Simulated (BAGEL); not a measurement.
**One shape, several levels: CH6SeSi (SMILES C[Se][SiH3])**

Aim: a comparison of 3 runs (HF/STO-3G, HF/3-21G, HF/def2-SVP) of CH6SeSi. 

The results are computed with BAGEL 1.2.2.

12 further runs of the same task are left out: 12 set aside as unsound or not needed.

**1. Starting point**

The species is CH6SeSi (9 atoms), meant as a singlet with charge 0. As SMILES, `C[Se][SiH3]`. The C1–H5 distance was set to 1.959 Å, away from the relaxed value. At this shape a bond of the SMILES string is far longer than usual.

Bond lengths: C1–Se2 1.958 Å, Se2–Si3 2.266 Å, C1–H4 1.088 Å, C1–H6 1.088 Å, Si3–H7 1.484 Å, Si3–H8 1.487 Å, Si3–H9 1.487 Å. Angles: C1–Se2–Si3 96.6°, Se2–C1–H4 110.3°, Se2–C1–H6 110.3°, Se2–Si3–H7 106.4°, Se2–Si3–H8 111.1°, Se2–Si3–H9 111.1°, H4–C1–H6 110.7°, H7–Si3–H8 110.0°, H7–Si3–H9 110.0°, H8–Si3–H9 108.1°.

**2. The energy at HF/STO-3G (density fitting with qzvpp-jkfit) (run 1)**

Contents of input.json:

```json
{ "bagel" : [

{
  "title" : "molecule",
  "basis" : "sto-3g",
  "df_basis" : "qzvpp-jkfit",
  "angstrom" : true,
  "geometry" : [
    { "atom" : "C", "xyz" : [      -0.702421,       0.421464,      -0.402282 ] },
    { "atom" : "Se", "xyz" : [       1.143979,      -0.123336,      -0.043782 ] },
    { "atom" : "Si", "xyz" : [       0.673379,      -1.519636,       1.678218 ] },
    { "atom" : "H", "xyz" : [      -1.301921,      -0.441136,      -0.686782 ] },
    { "atom" : "H", "xyz" : [      -0.625200,       1.687600,      -1.895400 ] },
    { "atom" : "H", "xyz" : [      -1.127221,       0.913464,       0.470518 ] },
    { "atom" : "H", "xyz" : [       1.970579,      -2.078236,       2.132518 ] },
    { "atom" : "H", "xyz" : [      -0.230921,      -2.618036,       1.244718 ] },
    { "atom" : "H", "xyz" : [       0.013779,      -0.790236,       2.794018 ] }
  ]
},

{
  "title" : "hf"
},

{
  "title" : "print",
  "file" : "orbitals.molden",
  "orbitals" : true
}

]}
```

Started as:

```
$ BAGEL_NUM_THREADS=1 BAGEL input.json > input.out
```

Standard output:

```text
* using 1 threads per process

  ===============================================================
  ===============================================================

  *** Geometry ***

  { "atom" : "C", "xyz" : [     -1.327383,      0.796452,     -0.760203 ] },
  { "atom" : "Se", "xyz" : [      2.161807,     -0.233071,     -0.082736 ] },
  { "atom" : "Si", "xyz" : [      1.272502,     -2.871696,      3.171372 ] },
  { "atom" : "H", "xyz" : [     -2.460274,     -0.833626,     -1.297830 ] },
  { "atom" : "H", "xyz" : [     -1.181457,      3.189102,     -3.581787 ] },
  { "atom" : "H", "xyz" : [     -2.130139,      1.726197,      0.889150 ] },
  { "atom" : "H", "xyz" : [      3.723855,     -3.927297,      4.029875 ] },
  { "atom" : "H", "xyz" : [     -0.436377,     -4.947371,      2.352176 ] },
  { "atom" : "H", "xyz" : [      0.026039,     -1.493330,      5.279929 ] },

  Number of auxiliary basis functions:      577

  Since a DF basis is specified, we compute 2- and 3-index integrals:
    o Being stored without compression. Storage requirement is 0.007 GB

  Number of basis functions:       38
  Number of electrons      :       60

    * METHOD: MOLECULE                             0.46

  *** RHF ***

  === Nuclear Repulsion ===
   251.0975771468

      * DIIS with orbital gradients will be used.

  === RHF iteration (sto-3g) ===
      0      -2699.78425003          0.01216042           0.07
      1      -2699.84513492          0.00683369           0.07
      2      -2699.86377549          0.00097301           0.06
      3      -2699.86432986          0.00017748           0.07
      4      -2699.86435208          0.00002470           0.07
      5      -2699.86435272          0.00000653           0.07
      6      -2699.86435277          0.00000118           0.07
      7      -2699.86435277          0.00000024           0.07
      8      -2699.86435277          0.00000006           0.06
      9      -2699.86435277          0.00000001           0.07
     10      -2699.86435277          0.00000001           0.07
    * SCF iteration converged.

    * Permanent dipole moment:
           (    0.552475,     0.374070,    -0.526156) a.u.

    * METHOD: HF                                   0.95

    * METHOD: PRINT                                0.01

  ===============================================================
```

Wall time 1.6 s (1 thread of Arm Neoverse N1, shared host).

**3. A single-point energy at HF/3-21G (density fitting with qzvpp-jkfit) (run 2)**

Contents of input.json:

```json
{ "bagel" : [

{
  "title" : "molecule",
  "basis" : "3-21g",
  "df_basis" : "qzvpp-jkfit",
  "angstrom" : true,
  "geometry" : [
    { "atom" : "C", "xyz" : [   -0.702421,    0.421464,   -0.402282 ] },
    { "atom" : "Se", "xyz" : [    1.143979,   -0.123336,   -0.043782 ] },
    { "atom" : "Si", "xyz" : [    0.673379,   -1.519636,    1.678218 ] },
    { "atom" : "H", "xyz" : [   -1.301921,   -0.441136,   -0.686782 ] },
    { "atom" : "H", "xyz" : [   -0.625200,    1.687600,   -1.895400 ] },
    { "atom" : "H", "xyz" : [   -1.127221,    0.913464,    0.470518 ] },
    { "atom" : "H", "xyz" : [    1.970579,   -2.078236,    2.132518 ] },
    { "atom" : "H", "xyz" : [   -0.230921,   -2.618036,    1.244718 ] },
    { "atom" : "H", "xyz" : [    0.013779,   -0.790236,    2.794018 ] }
  ]
},
{ "title" : "hf" },
{ "title" : "print", "file" : "orbitals.molden", "orbitals" : true }

]}
```

Started as:

```
$ BAGEL_NUM_THREADS=1 BAGEL input.json > input.out
```

Standard output:

```text
* using 1 threads per process

  ===============================================================
  ===============================================================

  *** Geometry ***

  { "atom" : "C", "xyz" : [     -1.327383,      0.796452,     -0.760203 ] },
  { "atom" : "Se", "xyz" : [      2.161807,     -0.233071,     -0.082736 ] },
  { "atom" : "Si", "xyz" : [      1.272502,     -2.871696,      3.171372 ] },
  { "atom" : "H", "xyz" : [     -2.460274,     -0.833626,     -1.297830 ] },
  { "atom" : "H", "xyz" : [     -1.181457,      3.189102,     -3.581787 ] },
  { "atom" : "H", "xyz" : [     -2.130139,      1.726197,      0.889150 ] },
  { "atom" : "H", "xyz" : [      3.723855,     -3.927297,      4.029875 ] },
  { "atom" : "H", "xyz" : [     -0.436377,     -4.947371,      2.352176 ] },
  { "atom" : "H", "xyz" : [      0.026039,     -1.493330,      5.279929 ] },

  Number of auxiliary basis functions:      577

  Since a DF basis is specified, we compute 2- and 3-index integrals:
    o Being stored without compression. Storage requirement is 0.014 GB

  Number of basis functions:       56
  Number of electrons      :       60

    * METHOD: MOLECULE                             0.47

  *** RHF ***

  === Nuclear Repulsion ===
   251.0975771468

      * DIIS with orbital gradients will be used.

  === RHF iteration (3-21g) ===
      0      -2716.82145978          0.00851551           0.11
      1      -2716.85481906          0.00252125           0.10
      2      -2716.85756867          0.00122802           0.10
      3      -2716.85810330          0.00025991           0.10
      4      -2716.85814000          0.00007243           0.11
      5      -2716.85814584          0.00001546           0.11
      6      -2716.85814608          0.00000396           0.10
      7      -2716.85814610          0.00000110           0.10
      8      -2716.85814610          0.00000028           0.10
      9      -2716.85814610          0.00000010           0.10
     10      -2716.85814610          0.00000004           0.10
     11      -2716.85814610          0.00000001           0.10
     12      -2716.85814610          0.00000000           0.10
    * SCF iteration converged.

    * Permanent dipole moment:
           (    0.501685,     0.323836,    -0.457980) a.u.

    * METHOD: HF                                   1.64

    * METHOD: PRINT                                0.01

  ===============================================================
```

It took 2.3 s on 1 thread of Arm Neoverse N1, shared host; peak memory 0.11 GiB.

**4. The energy at HF/def2-SVP (density fitting with qzvpp-jkfit) (run 3)**

Contents of hf.json:

```json
{ "bagel": [

{
  "title": "molecule",
  "basis": "svp",
  "df_basis": "qzvpp-jkfit",
  "angstrom": true,
  "geometry": [
    { "atom": "C", "xyz": [      -0.702421,       0.421464,      -0.402282 ] },
    { "atom": "Se", "xyz": [       1.143979,      -0.123336,      -0.043782 ] },
    { "atom": "Si", "xyz": [       0.673379,      -1.519636,       1.678218 ] },
    { "atom": "H", "xyz": [      -1.301921,      -0.441136,      -0.686782 ] },
    { "atom": "H", "xyz": [      -0.625200,       1.687600,      -1.895400 ] },
    { "atom": "H", "xyz": [      -1.127221,       0.913464,       0.470518 ] },
    { "atom": "H", "xyz": [       1.970579,      -2.078236,       2.132518 ] },
    { "atom": "H", "xyz": [      -0.230921,      -2.618036,       1.244718 ] },
    { "atom": "H", "xyz": [       0.013779,      -0.790236,       2.794018 ] }
  ]
},

{ "title": "hf" },

{ "title": "print", "file": "orbitals.molden", "orbitals": true }

]}
```

Started as:

```
$ BAGEL_NUM_THREADS=1 BAGEL hf.json > hf.out
```

Standard output:

```text
* using 1 threads per process

  ===============================================================
  ===============================================================

  *** Geometry ***

  { "atom" : "C", "xyz" : [     -1.327383,      0.796452,     -0.760203 ] },
  { "atom" : "Se", "xyz" : [      2.161807,     -0.233071,     -0.082736 ] },
  { "atom" : "Si", "xyz" : [      1.272502,     -2.871696,      3.171372 ] },
  { "atom" : "H", "xyz" : [     -2.460274,     -0.833626,     -1.297830 ] },
  { "atom" : "H", "xyz" : [     -1.181457,      3.189102,     -3.581787 ] },
  { "atom" : "H", "xyz" : [     -2.130139,      1.726197,      0.889150 ] },
  { "atom" : "H", "xyz" : [      3.723855,     -3.927297,      4.029875 ] },
  { "atom" : "H", "xyz" : [     -0.436377,     -4.947371,      2.352176 ] },
  { "atom" : "H", "xyz" : [      0.026039,     -1.493330,      5.279929 ] },

  Number of auxiliary basis functions:      577

  Since a DF basis is specified, we compute 2- and 3-index integrals:
    o Being stored without compression. Storage requirement is 0.041 GB

  Number of basis functions:       94
  Number of electrons      :       60

    * METHOD: MOLECULE                             0.60

  *** RHF ***

  === Nuclear Repulsion ===
   251.0975771468

      * DIIS with orbital gradients will be used.

  === RHF iteration (svp) ===
      0      -2729.50892248          0.00887419           0.19
      1      -2729.57121694          0.00479640           0.18
      2      -2729.58507245          0.00140391           0.18
      3      -2729.58711880          0.00026233           0.18
      4      -2729.58720048          0.00008715           0.18
      5      -2729.58721340          0.00003221           0.18
      6      -2729.58721529          0.00001017           0.18
      7      -2729.58721549          0.00000307           0.18
      8      -2729.58721550          0.00000128           0.18
      9      -2729.58721550          0.00000055           0.18
     10      -2729.58721550          0.00000018           0.18
     11      -2729.58721550          0.00000006           0.18
     12      -2729.58721550          0.00000002           0.18
     13      -2729.58721550          0.00000001           0.18
    * SCF iteration converged.

    * Permanent dipole moment:
           (    0.432946,     0.315693,    -0.437319) a.u.

    * METHOD: HF                                   3.02

    * METHOD: PRINT                                0.03

  ===============================================================
```

Run time: 3.9 s. Hardware: 1 thread of Arm Neoverse N1, shared host; peak memory 0.16 GiB.

**5. The series**

```csv
run,level,energy (Eh),dipole moment (D),HOMO energy (eV),LUMO energy (eV),wall time
1,HF/STO-3G (density fitting with qzvpp-jkfit),-2699.864353,2.16,-6.78,5.48,1.6 s
2,HF/3-21G (density fitting with qzvpp-jkfit),-2716.858146,1.91,-9.23,1.84,2.3 s
3,HF/def2-SVP (density fitting with qzvpp-jkfit),-2729.587216,1.76,-9.37,1.35,3.9 s
```

**6. What came out**

```
            quantity           value
 run 3: total energy  -2729.58722 Eh
run 3: dipole moment          1.76 D
  run 3: HOMO energy        -9.37 eV
  run 3: LUMO energy         1.35 eV
run 3: HOMO–LUMO gap        10.71 eV
```

In words: The dipole moment (its size) runs from 1.76 D (HF/def2-SVP) to 2.16 D (HF/STO-3G). The HOMO–LUMO gap runs from 10.71 eV (HF/def2-SVP) to 12.26 eV (HF/STO-3G). In run 1 the basis is minimal, so the values are rough. In runs 1, 2, 3 a closed-shell determinant meets a far-stretched bond, which it describes badly. All runs together took 7.8 s, the longest 3.9 s.
